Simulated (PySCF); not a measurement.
# InF (SMILES [F][In]) at r2SCAN/STO-6G

Aim: the vertical ionisation energy of InF at r2SCAN/STO-6G, from 2 runs. The job is set up through a Python script.

The results are computed with PySCF 2.14.0.

11 further runs of the same task are left out: 5 that didn't finish, 6 set aside as unsound or not needed.

**1. Starting point**

InF has 2 atoms, charge 0, and is taken as a singlet. SMILES: `[F][In]`. Geometry: relaxed at PBE0-D4/def2-TZVP.

Bond lengths: F1–In2 1.994 Å.

**2. A single-point energy at r2SCAN/STO-6G**

Input file mol.xyz:

```xyz
2

F      0.000000     0.000000     0.015910
In     0.000000     0.000000     2.009580
```

Input file run.py:

```python
from pyscf import gto, dft

system = gto.Mole()
system.atom = 'mol.xyz'
system.charge = 0
system.max_memory = 1860
system.spin = 0
system.basis = 'sto-6g'
system.verbose = 3
system.build()

mf = dft.RKS(system, xc='r2scan')
mf.grids.level = 5
mf.conv_tol = 1e-10
mf.kernel()
if not mf.converged:
    mf = mf.newton().run(mf.mo_coeff, mf.mo_occ)

etot = mf.e_tot
print('E(%s) = %.9f' % ('R2SCAN', etot))
```

On the command line:

```sh
$ OMP_NUM_THREADS=1 python run.py
```

The program printed:

```text
converged SCF energy = -5814.20147178701
E(R2SCAN) = -5814.201471787
```

Wall time 5.4 s (1 thread of Arm Neoverse V1, shared host); peak memory 0.23 GiB.

**3. The doublet cation**

Input file job.py:

```python
from pyscf import gto, dft

molecule = gto.M(
    atom='''
F      0.000000     0.000000     0.030066
In     0.000000     0.000000     3.797556
''',
    charge=1,
    basis='sto-6g',
    verbose=4,
    max_memory=1860,
    spin=1,
    unit='bohr',
)

ks = dft.UKS(molecule, xc='r2scan')
ks.grids.level = 5
ks.conv_tol = 1e-10
ks.kernel()
if not ks.converged:
    ks = ks.newton().run(ks.mo_coeff, ks.mo_occ)

e_final = ks.e_tot
print('E = %.10f Eh' % e_final)
```

On the command line:

```sh
$ OMP_NUM_THREADS=1 python job.py
```

The program printed:

```text
PySCF version 2.14.0

[INPUT] num. atoms = 2
[INPUT] num. electrons = 57
[INPUT] charge = 1
[INPUT] spin (= nelec alpha-beta = 2S) = 1
[INPUT] symmetry False subgroup None
[INPUT] Mole.unit = bohr
[INPUT] Symbol           X                Y                Z      unit          X                Y                Z       unit  Magmom
[INPUT]  1 F      0.000000000000   0.000000000000   0.015910242024 AA    0.000000000000   0.000000000000   0.030066000000 Bohr   0.0
[INPUT]  2 In     0.000000000000   0.000000000000   2.009580092393 AA    0.000000000000   0.000000000000   3.797556000000 Bohr   0.0

nuclear repulsion = 117.054059864791
number of shells = 14
number of NR pGTOs = 192
number of NR cGTOs = 32
basis = sto-6g
ecp = {}

[... 37 lines left out ...]
WARN: HOMO -0.534715393461406 >= LUMO -0.534715393461396
[... 4 lines left out ...]
WARN: beta  nocc = 28  HOMO -0.234042468392413 >= LUMO -0.234042468392402
[... 1 line left out ...]
WARN: HOMO -0.234042468392413 >= LUMO -0.234042468392402
[... 38 lines left out ...]
converged SCF energy = -5814.00982580218  <S^2> = 0.75992307  2S+1 = 2.0098986
E = -5814.0098258022 Eh
```

Run time: 8.4 s. Hardware: 1 thread of Arm Neoverse V1, shared host; peak memory 0.24 GiB.

**4. Summary of results**

At r2SCAN/STO-6G:

| quantity | value |
| --- | --- |
| singlet InF: total energy | -5814.20147 Eh |
| singlet InF: dipole moment | 0.08 D |
| singlet InF: HOMO energy | -1.27 eV |
| singlet InF: LUMO energy | 2.11 eV |
| singlet InF: HOMO–LUMO gap | 3.38 eV |
| doublet cation: total energy | -5814.00983 Eh |
| doublet cation: HOMO energy (highest over α and β) | -10.76 eV |
| doublet cation: LUMO energy (lowest over α and β) | -8.54 eV |
| doublet cation: ⟨S²⟩ | 0.760 |
| vertical ionisation energy (to the doublet cation) | 5.215 eV |

What this shows: Removing an electron at fixed nuclei costs 5.21 eV (503 kJ/mol). −ε(HOMO) before ionisation, 1.27 eV, is 3.95 eV below this ionisation energy. In a minimal basis such a difference can be off by several eV, whatever the method. Relativity is left out (singlet InF) although the molecule holds a heavy atom. Relativity is left out (doublet cation) although the molecule holds a heavy atom.
